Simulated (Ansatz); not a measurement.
# Cd: the cost of one run

Computed with Ansatz 0.2.0 (DFT PBEsol, scalar-relativistic, plane waves, PAW, unless a step's input says otherwise).

**1. The system as given**

The structure is hexagonal, space group P6_3/mmc (No. 194). Conventional cell: a = 3.093 Å, b = 3.093 Å, c = 10.431 Å, α = 90.00°, β = 90.00°, γ = 120.00°. Around Cd (site symmetry -3m) lie 12 Cd at 3.09 to 3.16 Å. Around Cd (site symmetry -6m2) lie 12 Cd at 3.09 to 3.16 Å.

As a file:

```xyz
4
Lattice="3.0931 0.0000 0.0000 -1.5465 2.6787 0.0000 0.0000 0.0000 10.4307" Properties=species:S:1:pos:R:3 pbc="T T T"
Cd    0.0000    0.0000    0.0000
Cd    0.0000    1.7858    2.6077
Cd    0.0000    0.0000    5.2154
Cd    1.5465    0.8929    7.8231
```

The structure comes from the Materials Project (structure only).

**2. A distortion that keeps the symmetry**

Against the listed cell: strain xx, yy, zz, yz, xz, xy = -6.6, -6.6, +2.4, +0.0, +0.0, +0.0 %.

input.yaml

```yaml
crystal:
  lattice:
    - [2.8873786395, 0.0, 0.0]
    - [-1.4436893198, 2.5005432522, 0.0]
    - [0.0, 0.0, 10.6758592786]
  atoms:
    - { symbol: Cd, position: [0.0, 0.0, 0.0] }
    - { symbol: Cd, position: [0.33333333, 0.66666667, 0.25] }
    - { symbol: Cd, position: [0.0, 0.0, 0.5] }
    - { symbol: Cd, position: [0.66666667, 0.33333333, 0.75] }
basis:
  ecutwfc: 420
kpoints:
  mp_grid: { grid: [15, 15, 4] }
hamiltonian:
  xc: pbesol
scf:
  occupations: { method: gaussian, width: 0.1 }
output:
  forces: true
  stress: true
  eigenvalues: true
  populations: true
```

Launch:

```console
ansatz run input.yaml --threads 1 --pin off --max-ram 1331MiB --backend cpu --events-out ev --progress --plain --runs-dir out
```

Q: Estimate wall time and peak memory on 1 thread of an x86-64 CPU, shared host.

About 9.8 s, with a peak of 0.59 GiB.
